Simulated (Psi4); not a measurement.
# doublet [BeF2]− at 4 levels

We compute a comparison of 4 runs (UHF/STO-3G, UHF/3-21G, UB3LYP/6-31G*, UMP3/def2-TZVPPD) of doublet [BeF2]−. 

Program for the calculation: Psi4 1.11.

### Step 1. The system as given

[BeF2]− has 3 atoms, charge -1, and is taken as a doublet. As SMILES of the parent species, `[F][Be][F]`. The shape comes from GFN2-xTB, which is rough for such elements, and wasn't checked as a minimum. That shape belongs to the parent species and isn't relaxed for this state.

Bond lengths: Be1–F2 1.369 Å, Be1–F3 1.369 Å. Angles: F2–Be1–F3 179.6°.

### Step 2. Energy and forces at UHF/STO-3G (run 1)

run.py reads:

```python
import psi4

psi4.set_memory(1600000000)
psi4.set_num_threads(1)
psi4.core.set_output_file('psi4.out', False)

geom = psi4.geometry("""
-1 2
Be    -0.00540462    -0.00309915    -0.00041574
F     -0.02834589    -0.03688745     2.58658153
F      0.03375051     0.03996771    -2.58616579
units bohr
symmetry c1
no_reorient
no_com
""")

psi4.set_options({
    'basis': 'STO-3G',
    'reference': 'uhf',
    'puream': True,
    'e_convergence': 1e-09,
    'd_convergence': 1e-08,
    'scf_type': 'pk',
    'maxiter': 200,
})

E, wfn = psi4.gradient("hf", return_wfn=True)
psi4.oeprop(wfn, "MAYER_INDICES", "DIPOLE", "LOWDIN_CHARGES", title="HF")
print('gradient / Eh bohr^-1')
print(E.np.round(6))
print(f'energy = {wfn.energy():.10f} Eh')
```

Command:

```sh
$ python run.py
```

psi4.out:

```text
[...]
  Running in c1 symmetry.
[...]
  Nuclear repulsion =   43.489081251038805
[...]
  Multiplicity = 2
[...]
  Nalpha       = 12
  Nbeta        = 11
[...]
    Number of basis functions: 15
[...]
   @UHF iter   1:  -210.24755074493339   -9.27137e-01   1.70691e-02 ADIIS/DIIS
[...]
   @UHF iter  16:  -210.31698379656177   -1.13687e-13   3.98669e-09 DIIS
[...]
   @S^2 Observed:                7.571797774E-01
[...]
    Orbital Energies [Eh]
    ---------------------
    Alpha Occupied:
       1A    -25.501412     2A    -25.500631     3A     -4.038319
       4A     -1.090445     5A     -1.085120     6A     -0.190667
       7A     -0.158758     8A     -0.151358     9A     -0.148340
      10A     -0.118863    11A     -0.072744    12A      0.321338
    Alpha Virtual:
      13A      0.669110    14A      0.686379    15A      1.259296
    Beta Occupied:
       1A    -25.498964     2A    -25.498188     3A     -4.019783
[...]
  @UHF Final Energy:  -210.31698379656177
   => Energetics <=
    Nuclear Repulsion Energy =             43.4890812510388045
    One-Electron Energy =                -391.9686226808390757
    Two-Electron Energy =                 138.1625576332385208
    Total Energy =                       -210.3169837965617717
  UHF NO Occupations:
  HONO-2 :   10  A 1.9996687
  HONO-1 :   11  A 1.9970396
[...]
  -Total Gradient:
     Atom            X                  Y                   Z
    ------   -----------------  -----------------  -----------------
       1        0.066834431223     0.038279823287     0.000995594390
       2       -0.032551484304    -0.018072736965    -0.072073626066
       3       -0.034282946919    -0.020207086322     0.071078031677
[...]
 Multipole Moments:
 ------------------------------------------------------------------------------------
     Multipole            Electronic (a.u.)      Nuclear  (a.u.)        Total (a.u.)
 ------------------------------------------------------------------------------------
 L = 1.  Multiply by 2.5417464519 to convert [e a0] to [Debye]
 Dipole X            :          0.3682689            0.0270231            0.3952920
 Dipole Y            :          0.2110720            0.0153257            0.2263977
 Dipole Z            :          0.0056269            0.0020787            0.0077056
 Magnitude           :                                                    0.4555997
[...]
```

Standard output:

```text
gradient / Eh bohr^-1
[[ 0.066834  0.03828   0.000996]
 [-0.032551 -0.018073 -0.072074]
 [-0.034283 -0.020207  0.071078]]
energy = -210.3169837966 Eh
```

Wall time 2.2 s (1 thread of Intel Xeon Platinum 8259CL at 2.50GHz (Skylake/Cascade Lake), shared host); peak memory 0.18 GiB.

### Step 3. Energy and forces at UHF/3-21G (run 2)

calc.py reads:

```python
import psi4

psi4.set_memory(1600000000)
psi4.set_num_threads(1)
psi4.set_output_file('psi4.out', False)

geom = psi4.geometry("""
-1 2
Be    -0.002860    -0.001640    -0.000220
F     -0.015000    -0.019520     1.368760
F      0.017860     0.021150    -1.368540
symmetry c1
""")

psi4.set_options({
    'reference': 'uhf',
    'puream': True,
    'e_convergence': 1e-09,
    'd_convergence': 1e-08,
    'scf_type': 'pk',
    'maxiter': 200,
})

energy_value, wavefunction = psi4.gradient("scf/3-21G", return_wfn=True)
print('gradient / Eh bohr^-1')
print(energy_value.np.round(6))
print(f'energy = {wavefunction.energy():.10f} Eh')
```

Command:

```sh
$ python calc.py
```

psi4.out:

```text
[...]
  Running in c1 symmetry.
[...]
  Nuclear repulsion =   43.489081223985380
[...]
  Multiplicity = 2
[...]
  Nalpha       = 12
  Nbeta        = 11
[...]
    Number of basis functions: 27
[...]
   @UHF iter   1:  -212.33109183700086   -9.84432e-01   1.93610e-02 ADIIS/DIIS
[...]
   @UHF iter  13:  -212.41965483758560   -5.40012e-13   2.55209e-09 DIIS
[...]
   @S^2 Observed:                7.545940599E-01
[...]
    Orbital Energies [Eh]
    ---------------------
    Alpha Occupied:
       1A    -25.848627     2A    -25.847327     3A     -4.375146
       4A     -1.272630     5A     -1.265937     6A     -0.407771
       7A     -0.393032     8A     -0.359603     9A     -0.359576
      10A     -0.317026    11A     -0.316995    12A      0.114885
    Alpha Virtual:
      13A      0.355507    14A      0.355520    15A      0.484736
      16A      0.723115    17A      0.723131    18A      0.996778
      19A      1.295069    20A      2.488418    21A      2.488434
      22A      2.659546    23A      2.659564    24A      2.752991
      25A      2.901333    26A      3.967925    27A      4.761746
[...]
  @UHF Final Energy:  -212.41965483758560
   => Energetics <=
    Nuclear Repulsion Energy =             43.4890812239853801
    One-Electron Energy =                -390.4597106392641308
    Two-Electron Energy =                 134.5509745776931254
    Total Energy =                       -212.4196548375855969
  UHF NO Occupations:
  HONO-2 :   10  A 1.9989756
  HONO-1 :   11  A 1.9989729
[...]
 Multipole Moments:
 ------------------------------------------------------------------------------------
     Multipole            Electronic (a.u.)      Nuclear  (a.u.)        Total (a.u.)
 ------------------------------------------------------------------------------------
 L = 1.  Multiply by 2.5417464519 to convert [e a0] to [Debye]
 Dipole X            :         -0.1077947           -0.0020331           -0.1098277
 Dipole Y            :          0.0014798            0.0001357            0.0016155
 Dipole Z            :          0.0000000            0.0000000            0.0000000
 Magnitude           :                                                    0.1098396
[...]
  -Total Gradient:
     Atom            X                  Y                   Z
    ------   -----------------  -----------------  -----------------
       1       -0.006519509853    -0.000284081344     0.000000000000
       2        0.002467140987    -0.044310194639    -0.000000000000
       3        0.004052368866     0.044594275984    -0.000000000000
[...]
```

On the terminal:

```text
gradient / Eh bohr^-1
[[-0.00652  -0.000284  0.      ]
 [ 0.002467 -0.04431  -0.      ]
 [ 0.004052  0.044594 -0.      ]]
energy = -212.4196548376 Eh
```

It took 2.2 s on 1 thread of Intel Xeon Platinum 8259CL at 2.50GHz (Skylake/Cascade Lake), shared host; peak memory 0.18 GiB.

Run 3 isn't shown in full; the table further down has it.

### Step 4. The energy at UMP3/def2-TZVPPD (run 4)

bef2.py reads:

```python
import psi4

psi4.set_memory(1600000000)
psi4.set_num_threads(1)
psi4.set_output_file('bef2.out', False)

molecule = psi4.geometry("""
-1 2
Be    -0.002860    -0.001640    -0.000220
F     -0.015000    -0.019520     1.368760
F      0.017860     0.021150    -1.368540
symmetry c1
no_reorient
no_com
""")

psi4.set_options({
    'reference': 'uhf',
    'puream': True,
    'e_convergence': 1e-09,
    'd_convergence': 1e-08,
    'scf_type': 'pk',
    'num_frozen_docc': 2,
    'maxiter': 200,
    'mp_type': 'conv',
})

e_tot, wfn = psi4.energy("mp3/def2-TZVPPD", return_wfn=True)
print(f'mp3/def2-TZVPPD energy: {e_tot:.10f} Eh')
```

Command:

```sh
$ python bef2.py
```

bef2.out:

```text
[...]
  Running in c1 symmetry.
[...]
  Nuclear repulsion =   43.489081223985373
[...]
  Multiplicity = 2
[...]
  Nalpha       = 12
  Nbeta        = 11
[...]
    Number of basis functions: 102
[...]
   @UHF iter   1:  -213.58992600625555   -1.09046e+00   6.06697e-03 ADIIS/DIIS
[...]
   @UHF iter  15:  -213.73705645436672   -9.18021e-12   3.46198e-09 DIIS
[...]
   @S^2 Observed:                7.508531731E-01
[...]
    Orbital Energies [Eh]
    ---------------------
    Alpha Occupied:
       1A    -26.093091     2A    -26.093019     3A     -4.531200
       4A     -1.388602     5A     -1.379862     6A     -0.526796
       7A     -0.512072     8A     -0.472313     9A     -0.472311
      10A     -0.447428    11A     -0.447426    12A      0.032345
    Alpha Virtual:
      13A      0.159050    14A      0.159051    15A      0.162869
      16A      0.264908    17A      0.322494    18A      0.323010
      19A      0.323213    20A      0.324963    21A      0.330116
      22A      0.330129    23A      0.372401    24A      0.372405
      25A      0.392292    26A      0.574251    27A      0.590776
[...]
  @UHF Final Energy:  -213.73705645436672
   => Energetics <=
    Nuclear Repulsion Energy =             43.4890812239853730
    One-Electron Energy =                -389.7546057549950547
    Two-Electron Energy =                 132.5284680766429801
    Total Energy =                       -213.7370564543667228
  UHF NO Occupations:
  HONO-2 :   10  A 1.9998265
  HONO-1 :   11  A 1.9998264
[...]
 Multipole Moments:
 ------------------------------------------------------------------------------------
     Multipole            Electronic (a.u.)      Nuclear  (a.u.)        Total (a.u.)
 ------------------------------------------------------------------------------------
 L = 1.  Multiply by 2.5417464519 to convert [e a0] to [Debye]
 Dipole X            :          0.0766650            0.0270231            0.1036881
 Dipole Y            :          0.0440579            0.0153257            0.0593835
 Dipole Z            :          0.0008133            0.0020787            0.0028920
 Magnitude           :                                                    0.1195240
[...]
	SCS-MP2 Total Energy (a.u.)        :  -214.31136718635011
	SOS-MP2 Total Energy (a.u.)        :  -214.30477302458419
[...]
	SOS-PI-MP2 Total Energy (a.u.)     :  -214.34844352998553
[...]
	MP2 Total Energy (a.u.)            :  -214.32455550988195
[...]
	SCS-MP3 Total Energy (a.u.)        :  -214.31017144145466
[...]
	MP3 Total Energy (a.u.)            :  -214.31977253030018
[...]
```

Standard output:

```text
mp3/def2-TZVPPD energy: -214.3197725303 Eh
```

It took 31 s on 1 thread of Intel Xeon Platinum 8259CL at 2.50GHz (Skylake/Cascade Lake), shared host; peak memory 1.2 GiB.

### Step 5. All runs side by side

```csv
run,level,task,Cartesian functions,energy (Eh),HOMO energy (eV),LUMO energy (eV),⟨S²⟩,wall time
1,UHF/STO-3G,gradient,no,-210.316984,8.74,18.21,0.757,2.2 s
2,UHF/3-21G,gradient,no,-212.419655,3.13,9.67,0.755,2.2 s
3,UB3LYP/6-31G* (Cartesian functions),energy,yes,-214.508738,4.60,6.65,0.751,9.3 s
4,UMP3/def2-TZVPPD,energy,no,-214.319773,0.88,4.33,0.751,31 s
```

### Step 6. Summary of results

| quantity | value |
| --- | --- |
| run 4: total energy | -214.31977 Eh |
| run 4: HOMO energy (Hartree–Fock orbitals) (highest over α and β) | 0.88 eV |
| run 4: LUMO energy (Hartree–Fock orbitals) (lowest over α and β) | 4.33 eV |
| run 4: correlation energy (2 core orbitals frozen) | -582.7 mEh |
| run 4: ⟨S²⟩ of the reference determinant | 0.751 |

What this shows: In runs 1, 2, 3, 4 the HOMO lies above zero, so the outermost electron may be held by the basis alone. In run 1 the basis is minimal, so the values are rough. All runs together took 45 s, the longest 31 s.
